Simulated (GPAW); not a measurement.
Here is a GPAW 26.7.0 calculation.

File run.py:

```python
from ase import Atoms
from ase.dft.bandgap import bandgap
from ase.io import write
from ase.units import GPa
from gpaw import GPAW, PW, setup_paths

setup_paths.insert(0, '.')

atoms = Atoms(['Te', 'Nb'],
              cell=[[3.7029743866, 0.0, 0.0],
                    [-1.8514871933, 3.2068698884, 0.0],
                    [0.0, 0.0, 3.694211]],
              scaled_positions=[[0.665362, 0.329518, -0.005636],
                                [0.000673, -0.002715, 0.506854]],
              pbc=True)

calc = GPAW(mode=PW(600),
            xc='PBEsol',
            kpts={'size': (8, 8, 7), 'gamma': True},
            occupations={'name': 'fermi-dirac', 'width': 0.05},
            nbands=20,
            convergence={'density': 1e-05, 'energy': 1e-05},
            maxiter=150,
            txt='gpaw.txt')
atoms.calc = calc
energy = atoms.get_potential_energy()
forces = atoms.get_forces()
stress = atoms.get_stress()
calc.write('gs.gpw')
write('result.traj', atoms)
print(f'Energy: {energy:.6f} eV')
print('Forces (eV/A):')
print(forces.round(4))
print('Stress (GPa):', (stress / GPa).round(3))
print('Fermi level:', round(calc.get_fermi_level(), 4), 'eV')
print(f'Gap: {bandgap(calc)[0]:.4f} eV, direct: {bandgap(calc, direct=True)[0]:.4f} eV')
```

Potentials or basis: PAW data sets generated in the run's folder for this functional, pw.

The run is started by

```bash
$ gpaw-setup -f PBEsol Nb Te
$ OMP_NUM_THREADS=1 python run.py
```

Question: Predict the pressure.

Answer: -6.0 GPa.

Question: Estimate the band gap on the k mesh.

Answer: None (metal or under the smearing width).

Question: What does it give for the largest force?

Answer: 0.418 eV/Å.

Stress tensor (GPa, compression positive):
```
-5.80  0.11  0.03
 0.11 -5.95  0.02
 0.03  0.02 -6.17
```

Spin-orbit coupling is left out, which matters for the levels of Te.
